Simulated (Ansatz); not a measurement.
# CH₃BrFGa: small, medium and large basis sets

One table from this session's results is given with a row withheld; the runs are named, their logs left out.

Program: Ansatz 0.2.0, Gaussian basis. Level of theory: one geometry, several basis sets. These are calculated values, not measurements.

Plan: PBE0-D4/def2-SVP; ωB97M-V/def2-SVP; PBE0-D4/def2-QZVPP; ωB97M-V/def2-QZVPP; the functionals' def2-TZVPP values are taken from earlier runs.

## The relaxed structure

All runs share one geometry, relaxed beforehand with PBE0-D4 in a triple-zeta def2 set.

7 atoms, charge 0, spin multiplicity 1.

Atoms are counted from 1 here; the program's logs count them from 0.

Bond lengths: C1–Ga2 1.941 Å, C1–H5 1.089 Å, C1–H6 1.090 Å, C1–H7 1.092 Å, Ga2–F3 1.752 Å, Ga2–Br4 2.277 Å. Angles: Ga2–C1–H5 110.5°, Ga2–C1–H6 109.7°, Ga2–C1–H7 109.0°, H5–C1–H6 110.2°, H5–C1–H7 109.0°, H6–C1–H7 108.5°, C1–Ga2–F3 120.9°, C1–Ga2–Br4 126.9°, F3–Ga2–Br4 112.3°.

The first run:

The input, in.yaml:

```yaml
crystal:
  periodic: [false, false, false]
  atoms:
    - {symbol: C, position_ang: [0.017462, 0.998487, -0.021564]}
    - {symbol: Ga, position_ang: [0.038684, -0.940052, 0.083412]}
    - {symbol: F, position_ang: [1.197462, -1.772373, 1.099476]}
    - {symbol: Br, position_ang: [-1.328866, -2.383278, -1.026230]}
    - {symbol: H, position_ang: [-0.946552, 1.349226, -0.387313]}
    - {symbol: H, position_ang: [0.222690, 1.421759, 0.962012]}
    - {symbol: H, position_ang: [0.799129, 1.326232, -0.709794]}
basis:
  gaussian: {orbitals: def2-SVP}
hamiltonian: {xc: pbe0, dispersion: d4}
output: {orbitals: {seedname: orbitals}}
```

Launch:

```bash
ansatz run in.yaml --threads 4 --pin off --events-out ev --progress --plain --max-ram 10444MiB
```

Steps of the session up to this table: PBE0-D4 in def2-SVP; ωB97M-V in def2-SVP; PBE0-D4 in def2-QZVPP; ωB97M-V in def2-QZVPP.

One table of the session follows, with a row left open; its other results are not shown here.

It belongs to the step «Density functionals: the series». 

```
functional       basis  HOMO (eV)
   PBE0-D4    def2-SVP      -8.39
   PBE0-D4  def2-TZVPP          ?
   PBE0-D4  def2-QZVPP      -8.52
   ωB97M-V    def2-SVP     -10.59
   ωB97M-V  def2-TZVPP     -10.73
   ωB97M-V  def2-QZVPP     -10.74
```

Estimate the missing values for PBE0-D4, def2-TZVPP.

As computed: HOMO (eV): -8.51. In the column «HOMO (eV)» it lies between PBE0-D4, def2-QZVPP (-8.52) and PBE0-D4, def2-SVP (-8.39).
